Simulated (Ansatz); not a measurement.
# CH5BClNO (SMILES NB(Cl)CO): HF/STO-3G

Aim: the vertical ionisation energy of CH5BClNO at HF/STO-3G, from 2 runs. 

Program for the calculation: Ansatz 0.2.0.

141 further runs of the same task are left out: 141 set aside as unsound or not needed.

### 1 Starting point

CH5BClNO has 10 atoms, charge 0, and is taken as a singlet. SMILES: `NB(Cl)CO`. Geometry: relaxed at PBE0-D4/def2-TZVP. This is a higher conformer, about 10 kJ/mol above the lowest found by a separate search.

Bond lengths: N1–B2 1.386 Å, B2–Cl3 1.784 Å, B2–C4 1.577 Å, C4–O5 1.413 Å, N1–H6 1.005 Å, N1–H7 1.006 Å, C4–H8 1.096 Å, C4–H9 1.105 Å, O5–H10 0.962 Å. Some angles: N1–B2–Cl3 118.3°, N1–B2–C4 123.5°, Cl3–B2–C4 118.2°, B2–C4–O5 116.0°, B2–N1–H6 123.2°, B2–N1–H7 122.4°, B2–C4–H8 109.8°, B2–C4–H9 107.4°, O5–C4–H8 107.3°, O5–C4–H9 110.4°.

### 2 The energy at HF/STO-3G

Input file in.yaml:

```yaml
basis:
  gaussian: {orbitals: STO-3G}
crystal:
  periodic: [false, false, false]
  atoms:
    - {symbol: "N", position_ang: [-1.481300, 0.770100, 0.263800]}
    - {symbol: B, position_ang: [-0.131200, 0.458300, 0.272600]}
    - {symbol: Cl, position_ang: [0.978400, 1.531400, 1.166200]}
    - {symbol: C, position_ang: [0.484800, -0.764800, -0.509200]}
    - {symbol: O, position_ang: [1.724500, -1.243900, -0.030200]}
    - {symbol: H, position_ang: [-1.860400, 1.585400, 0.713900]}
    - {symbol: H, position_ang: [-2.164100, 0.196600, -0.201200]}
    - {symbol: H, position_ang: [-0.217400, -1.606600, -0.495200]}
    - {symbol: H, position_ang: [0.570000, -0.469000, -1.570200]}
    - {symbol: H, position_ang: [2.179800, -0.508700, 0.392200]}
total_charge: 0
hamiltonian: {xc: hf}
accuracy: high
output: {orbitals: {seedname: orbitals}}
```

The run is started by

```sh
ansatz run in.yaml --threads 1 --pin off --max-ram 3480MiB --events-out events.jsonl --progress --plain --runs-dir runs
```

Standard output:

```text
Warning: RAYON_NUM_THREADS=1 ignored (pool sized by the plan → 1); use --threads N
Functional definition: HF
  name "HF"
  exchange = exact_x
  correlation = 0
706 factors; integrals over basis functions are off by at most 3.1e-8 eV
mean field evaluation 1: about -17601.3202 eV, gradient 2.6e1 eV
mean field evaluation 2: about -17601.5223 eV, gradient 2.6e1 eV
mean field evaluation 4: about -17604.0607 eV, gradient 1.7e0 eV
mean field evaluation 8: about -17604.0724 eV, gradient 3.4e-5 eV
mean field -17604.07236369 eV, -646.9377268970 hartree, gradient 1.1e-8 eV, S^2 0.000000; 0 other end points of the search recorded, 0 dependent functions left out
reference -17604.07236369 eV, -646.9377268970 hartree; 24, 24 occupied and 10, 10 virtual orbitals, 706 factors
Total energy: -17604.07236369 eV, -646.9377268970 hartree
```

Run time: 0.3 s. Hardware: 1 thread of Arm Neoverse V2, shared host.

### 3 The doublet cation, same level

Input file molecule.yaml:

```yaml
crystal:
  periodic: [false, false, false]
  atoms:
    - {symbol: "N", position_ang: [-1.481300, 0.770100, 0.263800]}
    - {symbol: B, position_ang: [-0.131200, 0.458300, 0.272600]}
    - {symbol: Cl, position_ang: [0.978400, 1.531400, 1.166200]}
    - {symbol: C, position_ang: [0.484800, -0.764800, -0.509200]}
    - {symbol: O, position_ang: [1.724500, -1.243900, -0.030200]}
    - {symbol: H, position_ang: [-1.860400, 1.585400, 0.713900]}
    - {symbol: H, position_ang: [-2.164100, 0.196600, -0.201200]}
    - {symbol: H, position_ang: [-0.217400, -1.606600, -0.495200]}
    - {symbol: H, position_ang: [0.570000, -0.469000, -1.570200]}
    - {symbol: H, position_ang: [2.179800, -0.508700, 0.392200]}
basis:
  gaussian: {orbitals: STO-3G}
output: {orbitals: {seedname: orbitals}}
hamiltonian: {xc: hf}
total_charge: 1
magnetization: {spin_polarized: true, initial_magnetization: 1}
accuracy: high
```

The run is started by

```sh
ansatz run molecule.yaml --threads 1 --pin off --max-ram 3480MiB --events-out events.jsonl --progress --plain --runs-dir runs
```

Standard output:

```text
Warning: RAYON_NUM_THREADS=1 ignored (pool sized by the plan → 1); use --threads N
[... 4 set-up lines as earlier in the session ...]
706 factors; integrals over basis functions are off by at most 3.1e-8 eV
mean field evaluation 1: about -17592.1541 eV, gradient 1.8e1 eV
mean field evaluation 2: about -17592.3345 eV, gradient 1.8e1 eV
mean field evaluation 4: about -17596.0514 eV, gradient 4.5e0 eV
mean field evaluation 8: about -17597.3046 eV, gradient 1.5e0 eV
mean field evaluation 16: about -17597.3416 eV, gradient 1.6e-8 eV
mean field evaluation 32: about -17590.7344 eV, gradient 4.9e0 eV
mean field -17597.34160845 eV, -646.6903762039 hartree, gradient 1.8e-8 eV, S^2 0.757416; 0 other end points of the search recorded, 0 dependent functions left out
reference -17597.34160845 eV, -646.6903762039 hartree; 24, 23 occupied and 10, 11 virtual orbitals, 706 factors
Total energy: -17597.34160845 eV, -646.6903762039 hartree
```

Run time: 0.54 s. Hardware: 1 thread of Arm Neoverse V2, shared host; peak memory 0.092 GiB.

### 4 Outcome

At HF/STO-3G:

| quantity | value |
| --- | --- |
| singlet CH5BClNO: total energy | -646.93773 Eh |
| singlet CH5BClNO: HOMO energy | -9.23 eV |
| singlet CH5BClNO: LUMO energy | 7.91 eV |
| singlet CH5BClNO: HOMO–LUMO gap | 17.15 eV |
| doublet cation: total energy | -646.69038 Eh |
| doublet cation: HOMO energy (highest over α and β) | -15.02 eV |
| doublet cation: LUMO energy (lowest over α and β) | -3.98 eV |
| doublet cation: ⟨S²⟩ | 0.757 |
| vertical ionisation energy (to the doublet cation) | 6.731 eV |

The vertical ionisation energy comes to 6.73 eV (155 kcal/mol). The negative HOMO energy of the first species, 9.23 eV, lies 2.50 eV above that difference. In a minimal basis such a difference can be off by several eV, whatever the method.
